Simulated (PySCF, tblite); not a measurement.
# GeSe: NMR shieldings

Wanted: NMR shieldings for GeSe (`[Ge]=[Se]`).

Programs: tblite 0.8.0 and PySCF 2.14.0, with routines of our own; each step states its level. All values are computed. Atoms count from 0.

## 1. The system as given

2 atoms, charge 0, multiplicity 1; geometry from: force field or distance geometry start.

## 2. Optimising the geometry with GFN2-xTB

The job: settings as JSON, then the geometry in Å.

```
{"job": {"kind": "relax", "xc": "GFN2-xTB", "basis": "xTB"}, "charge": 0, "multiplicity": 1}
Ge     0.988400    -0.003100    -0.002600
Se    -0.985700     0.004300    -0.011500
```

On the command line:

```
$ OMP_NUM_THREADS=1 python heavy_run.py task.json out
```

One launch serves the whole session: the jobs run in the order shown.

Standard output:

```text
step      E/eV     max force
  0    -139.94677    7.542
  1    -140.48773    0.797
  2    -140.49987    0.373
  3    -140.50292    0.042
  4    -140.50295    0.002
```

It took 0.01 s on 1 thread of Intel Xeon Platinum 8375C at 2.90GHz, shared host.

Relaxation path:

```csv
step,energy from step 0 (eV),largest force (eV/Å)
0,0.0000,7.5421
1,-0.5410,0.7970
2,-0.5531,0.3730
3,-0.5562,0.0420
4,-0.5562,0.0020
```

The bond:

```csv
bond,before (Å),after (Å),change (Å)
Ge0–Se1,1.974,2.153,+0.179
```

The final coordinates are the input of the step that follows.

## 3. Harmonic vibrations with GFN2-xTB

The job: settings as JSON, then the geometry in Å.

```
{"job": {"kind": "ir", "xc": "GFN2-xTB", "basis": "xTB"}, "charge": 0, "multiplicity": 1}
Ge     1.077780    -0.003393    -0.002240
Se    -1.075023     0.004661    -0.011909
```

Standard output:

```text
mode    cm-1     km/mol
  1     411.4     51.12
```

Run time: 0.01 s. Hardware: 1 thread of Intel Xeon Platinum 8375C at 2.90GHz, shared host.

The strongest bands and the atoms that carry them (share of the mass-weighted mode):

```csv
cm⁻¹,km/mol,atoms
411,51.1,"Ge0 52 %, Se1 48 %"
```

## 4. Relaxing the molecule at PBE0-D3(BJ)/def2-SVP

The job: settings as JSON, then the geometry in Å.

```
{"job": {"xc": "PBE0", "basis": "def2-SVP", "d3": "d3bj", "grid": 1, "maxiter": 30, "shake": 0.01, "kind": "geom"}, "charge": 0, "multiplicity": 1}
Ge     1.098190    -0.028950     0.001940
Se    -1.080700     0.000130    -0.014060
```

Standard output:

```text
step   0  E = -4477.49553100  max force = 0.016729
step   1  E = -4477.49346659  max force = 0.037637
step   2  E = -4477.49598126  max force = 0.008074
step   3  E = -4477.49612186  max force = 0.001071
step   4  E = -4477.49612455  max force = 0.000234
optimisation converged
```

Run time: 6.7 s. Hardware: 1 thread of Intel Xeon Platinum 8375C at 2.90GHz, shared host; peak memory 0.29 GiB.

Relaxation path: (the energy doesn't fall at every step)

```csv
step,energy from step 0 (eV),largest force component (eV/Å)
0,0.0000,0.8602
1,0.0562,1.9354
2,-0.0123,0.4152
3,-0.0161,0.0551
4,-0.0162,0.0120
```

The bond:

```csv
bond,before (Å),after (Å),change (Å)
Ge0–Se1,2.179,2.142,-0.038
```

The final coordinates are the input of the step that follows.

```csv
at the end point,value
point group (found at 0.08 Å tolerance),Cinfv
"rotational constants (GHz, main isotopes)","2.870, 2.870"
dipole moment (D),1.71
```

## 5. NMR shieldings: PBE0/pcSseg-1 Ge:us-x2c-TZVPall-2c Se:us-x2c-TZVPall-2c, spin–orbit

The job: settings as JSON, then the geometry in Å.

```
{"job": {"kind": "hnmr", "xc": "PBE0", "basis": {"default": "pcSseg-1", "Ge": "us-x2c-TZVPall-2c", "Se": "us-x2c-TZVPall-2c"}, "rel": "so"}, "charge": 0, "multiplicity": 1}
Ge    -0.979044    -0.418195     0.081986
Se     0.996568     0.389375    -0.094107
```

Method: PBE0/pcSseg-1 Ge:us-x2c-TZVPall-2c Se:us-x2c-TZVPall-2c GIAO NMR shielding, X2C with spin-orbit coupling, screened-nuclear two-electron part, Gaussian nuclei, gas phase.

Standard output:

```text
spin-free SCF
coarse grid: 14752 points
cycle   1  E = -4528.1038891106  dE =  2.047e-02  |g| = 5.949e-01  |ddm| = 2.090e+00
cycle   2  E = -4527.3508897655  dE =  7.530e-01  |g| = 1.588e+00  |ddm| = 1.941e+00
cycle   3  E = -4528.1784413648  dE = -8.276e-01  |g| = 2.228e-01  |ddm| = 1.591e+00
cycle   4  E = -4528.1868581696  dE = -8.417e-03  |g| = 7.616e-02  |ddm| = 2.306e-01
cycle   5  E = -4528.1883273802  dE = -1.469e-03  |g| = 7.404e-03  |ddm| = 6.194e-02
cycle   6  E = -4528.1883458394  dE = -1.846e-05  |g| = 1.676e-03  |ddm| = 9.754e-03
cycle   7  E = -4528.1883463048  dE = -4.654e-07  |g| = 5.594e-04  |ddm| = 2.028e-03
final grid: 26112 points
cycle   8  E = -4528.1882342174  dE =  1.457e-07  |g| = 1.035e-03  |ddm| = 1.747e-03
cycle   9  E = -4528.1882327463  dE =  1.471e-06  |g| = 2.385e-03  |ddm| = 3.212e-03
cycle  10  E = -4528.1882345079  dE = -1.762e-06  |g| = 2.973e-04  |ddm| = 2.379e-03
cycle  11  E = -4528.1882345201  dE = -1.227e-08  |g| = 1.522e-05  |ddm| = 1.853e-04
cycle  12  E = -4528.1882345202  dE = -6.548e-11  |g| = 3.062e-06  |ddm| = 1.707e-05
converged SCF energy = -4528.1882345202
two-component SCF
cycle   1  E = -4528.0973004196  dE = -4.528e+03  |FDS-SDF| = 9.682e+00
cycle   2  E = -4528.2921010788  dE = -1.948e-01  |FDS-SDF| = 1.090e-01
cycle   3  E = -4528.2923211395  dE = -2.201e-04  |FDS-SDF| = 4.380e-03
cycle   4  E = -4528.2923509866  dE = -2.985e-05  |FDS-SDF| = 1.870e-03
cycle   5  E = -4528.2923577828  dE = -6.796e-06  |FDS-SDF| = 1.289e-03
cycle   6  E = -4528.2923589882  dE = -1.205e-06  |FDS-SDF| = 3.996e-04
cycle   7  E = -4528.2923590517  dE = -6.347e-08  |FDS-SDF| = 3.159e-04
cycle   8  E = -4528.2923590848  dE = -3.317e-08  |FDS-SDF| = 4.471e-05
cycle   9  E = -4528.2923590855  dE = -6.794e-10  |FDS-SDF| = 1.506e-05
converged, E = -4528.2923590855

Field gradients (au) and densities at the nuclei (bohr^-3)
atom        Vxx        Vyy        Vzz        centre      nuclear mean
  0 Ge     2.0594     2.0601    -4.1195      28300.594      28285.842
  1 Se     0.3045     0.3050    -0.6095      35312.416      35288.570
without picture change
  0 Ge                          -4.2366                     41220.035
  1 Se                          -0.6307                     53192.462

Core orbital energies (eV)
atom   shell        mean    spread
  0 Ge 1s       -11008.175   0.000
  0 Ge 2s        -1392.897   0.000
  0 Ge 3s         -177.343   0.000
  0 Ge 4s          -15.385   0.000
  0 Ge 2p1/2     -1237.577   0.000
  0 Ge 2p3/2     -1205.869   0.050
  0 Ge 3p1/2      -125.680   0.000
  0 Ge 3p3/2      -121.352   0.141
  0 Ge 3d3/2       -33.844   0.133
  0 Ge 3d5/2       -33.271   0.157
  1 Se 1s       -12551.936   0.000
  1 Se 2s        -1628.006   0.000
  1 Se 3s         -221.709   0.000
  1 Se 4s          -19.132   0.000
  1 Se 2p1/2     -1458.722   0.000
  1 Se 2p3/2     -1417.173   0.006
  1 Se 3p1/2      -163.417   0.000
  1 Se 3p3/2      -157.462   0.003
  1 Se 3d3/2       -56.990   0.009
  1 Se 3d5/2       -56.120   0.014

Shielding tensors (ppm)
atom      isotropic    diamagn.    paramagn.     s11        s22        s33       span
  0 Ge       88.11     2650.46    -2562.35   -1413.90   -1413.89    3092.13    4506.04
  1 Se      313.01     2877.04    -2564.03   -1215.03   -1215.01    3369.07    4584.10
```

Run time: 31 s. Hardware: 1 thread of Intel Xeon Platinum 8375C at 2.90GHz, shared host; peak memory 0.87 GiB.

Key values:

```csv
quantity,value
energy from spin-orbit coupling,-0.1041 Eh
```

Orbitals, density, ELF and potential are computed afterwards from the orbital file.

Frontier orbitals at PBE0/us-x2c-TZVPall-2c, with the share of their density that lies nearest to each atom:

```csv
orbital,energy (eV),lies on
HOMO,-7.39,Se1 75 %; Ge0 25 %
LUMO,-2.48,Ge0 74 %; Se1 26 %
```

ELF in a plane through or near 2 of the atoms.

Ten even steps from '0' (0.00) to '9' (0.96):
```
0000000000000000000000000000
0000000000000112211100000000
0000012221111234443321000000
0001246543223455666543200000
0002467754333456676664310000
0026898765434567777776532000
0169998753234677777888743100
0389998522212676322478765200
0499997246651573456348875200
0599996265672462645538876300
0599996265462462666537876300
0489997246652573356358875200
0389998522212676332478865200
0169998753234677777788753100
0026898865434567777776532000
0003467754333456677664310000
0001245543223455666543200000
0000011221111234443321000000
0000000000000112211100000000
0000000000000000000000000000
```
The map spans 7.3 Å across and 5.2 Å up, centred on the molecule. Atoms in the plane (x, y in Å): Ge0 (-1.1, 0.0), Se1 (1.1, 0.0).

log10 of the density (e/Å³) in the same plane.

Ten even steps from '0' (-3.8) to '9' (3.6):
```
0000001111111111111111100000
1101111111222222222211110000
1111112222222222222222111000
1111222233333333333332221100
1112222333333333333333222110
1122233333333334444433322110
1122333444444444444444332211
1223334455554444555544333211
1223344567665455666654433211
1223344569875555779654433221
1223344569775555789654433221
1223344566665455667654433211
1223334455554444555544332211
1122333444444444444443322211
1122233333333334444433322111
0112222333333333333333222111
0111222233333333333332221111
0011112222222222222222111011
0011111111222222222211110000
0111111111111111111111000000
```
The map spans 7.3 Å across and 5.2 Å up, centred on the molecule. Atoms in the plane (x, y in Å): Ge0 (-1.1, 0.0), Se1 (1.1, 0.0).

On the surface of density 0.002 e/bohr³ the electrostatic potential runs, from the 1st to the 99th percentile, from -0.42 V near Se1 to 1.36 V near Ge0.

## 6. NMR shieldings: PBE0/pcSseg-1 Ge:us-x2c-TZVPall-2c Se:us-x2c-TZVPall-2c, spin-free

The job: settings as JSON, then the geometry in Å.

```
{"job": {"kind": "hnmr", "xc": "PBE0", "basis": {"default": "pcSseg-1", "Ge": "us-x2c-TZVPall-2c", "Se": "us-x2c-TZVPall-2c"}, "rel": "sf"}, "charge": 0, "multiplicity": 1}
Ge    -0.979044    -0.418195     0.081986
Se     0.996568     0.389375    -0.094107
```

With the program's defaults for keys left out, this is: PBE0/pcSseg-1 Ge:us-x2c-TZVPall-2c Se:us-x2c-TZVPall-2c GIAO NMR shielding, spin-free X2C, Gaussian nuclei, gas phase.

Standard output:

```text
spin-free SCF
coarse grid: 14752 points
cycle   1  E = -4528.1038891106  dE =  2.047e-02  |g| = 5.949e-01  |ddm| = 2.090e+00
cycle   2  E = -4527.3508897655  dE =  7.530e-01  |g| = 1.588e+00  |ddm| = 1.941e+00
cycle   3  E = -4528.1784413648  dE = -8.276e-01  |g| = 2.228e-01  |ddm| = 1.591e+00
cycle   4  E = -4528.1868581696  dE = -8.417e-03  |g| = 7.616e-02  |ddm| = 2.306e-01
cycle   5  E = -4528.1883273802  dE = -1.469e-03  |g| = 7.404e-03  |ddm| = 6.194e-02
cycle   6  E = -4528.1883458394  dE = -1.846e-05  |g| = 1.676e-03  |ddm| = 9.754e-03
cycle   7  E = -4528.1883463048  dE = -4.654e-07  |g| = 5.594e-04  |ddm| = 2.028e-03
final grid: 26112 points
cycle   8  E = -4528.1882342174  dE =  1.457e-07  |g| = 1.035e-03  |ddm| = 1.747e-03
cycle   9  E = -4528.1882327463  dE =  1.471e-06  |g| = 2.385e-03  |ddm| = 3.212e-03
cycle  10  E = -4528.1882345079  dE = -1.762e-06  |g| = 2.973e-04  |ddm| = 2.379e-03
cycle  11  E = -4528.1882345201  dE = -1.227e-08  |g| = 1.522e-05  |ddm| = 1.853e-04
cycle  12  E = -4528.1882345202  dE = -6.548e-11  |g| = 3.062e-06  |ddm| = 1.707e-05
converged SCF energy = -4528.1882345202
check of the scalar solution
cycle   1  E = -4528.1882345202  dE = -4.528e+03  |FDS-SDF| = 3.062e-06
cycle   2  E = -4528.1882345202  dE =  1.091e-11  |FDS-SDF| = 2.739e-06
converged, E = -4528.1882345202

Field gradients (au) and densities at the nuclei (bohr^-3)
atom        Vxx        Vyy        Vzz        centre      nuclear mean
  0 Ge     2.0638     2.0645    -4.1283      28299.250      28284.498
  1 Se     0.3125     0.3129    -0.6254      35310.212      35286.365
without picture change
  0 Ge                          -4.2430                     41220.321
  1 Se                          -0.6450                     53192.897

Core orbital energies (eV)
atom   shell        mean    spread
  0 Ge 1s       -11008.312   0.000
  0 Ge 2s        -1392.926   0.000
  0 Ge 3s         -177.350   0.000
  0 Ge 4s          -15.385   0.000
  0 Ge 2p        -1216.306   0.074
  0 Ge 3p         -122.780   0.205
  0 Ge 3d          -33.505   0.164
  1 Se 1s       -12552.108   0.000
  1 Se 2s        -1628.037   0.000
  1 Se 3s         -221.715   0.000
  1 Se 4s          -19.133   0.000
  1 Se 2p        -1430.814   0.009
  1 Se 3p         -159.416   0.005
  1 Se 3d          -56.470   0.023

Shielding tensors (ppm)
atom      isotropic    diamagn.    paramagn.     s11        s22        s33       span
  0 Ge       40.79     2766.73    -2725.94   -1337.80   -1337.77    2797.95    4135.75
  1 Se      -25.72     3014.72    -3040.43   -1564.28   -1564.26    3051.39    4615.67
```

It took 8.2 s on 1 thread of Intel Xeon Platinum 8375C at 2.90GHz, shared host; peak memory 0.76 GiB.

## 7. Shieldings side by side

```csv
run,Se1,Ge0,time
"step 5, PBE0/pcSseg-1 Ge:us-x2c-TZVPall-2c Se:us-x2c-TZVPall-2c, spin–orbit",313.0,88.1,31 s
"step 6, PBE0/pcSseg-1 Ge:us-x2c-TZVPall-2c Se:us-x2c-TZVPall-2c, spin-free",-25.7,40.8,8.2 s
```

## 8. Outcome

```
                                                                                                     quantity                    value
                                                                    strongest single infrared mode (GFN2-xTB)      411 cm⁻¹, 51 km/mol
                                                                                 zero-point energy (GFN2-xTB)             0.6 kcal/mol
                                                                                                  point group                    Cinfv
                                                                         rotational constants (main isotopes)           2.87, 2.87 GHz
energy from spin-orbit coupling (step 5, PBE0/pcSseg-1 Ge:us-x2c-TZVPall-2c Se:us-x2c-TZVPall-2c, spin–orbit)               -0.1041 Eh
                     shieldings (step 5, PBE0/pcSseg-1 Ge:us-x2c-TZVPall-2c Se:us-x2c-TZVPall-2c, spin–orbit)  Ge0 88.1, Se1 313.0 ppm
                                                                        surface potential, 1st and 99th percentile       -0.42 V and 1.36 V
                      shieldings (step 6, PBE0/pcSseg-1 Ge:us-x2c-TZVPall-2c Se:us-x2c-TZVPall-2c, spin-free)  Ge0 40.8, Se1 -25.7 ppm
```

**Reading.** The one mode is real. GFN2-xTB is a fitted tight-binding method: band positions and strengths are rough. Its intensities can rank the bands wrongly. Over 4 steps the energy fell by 0.016 eV; of the close pairs, Ge0–Se1 changed most, 2.179 to 2.142 Å (PBE0/def2-SVP). Se1 moves most between the runs, by 339 ppm; the labels say what changes from run to run.
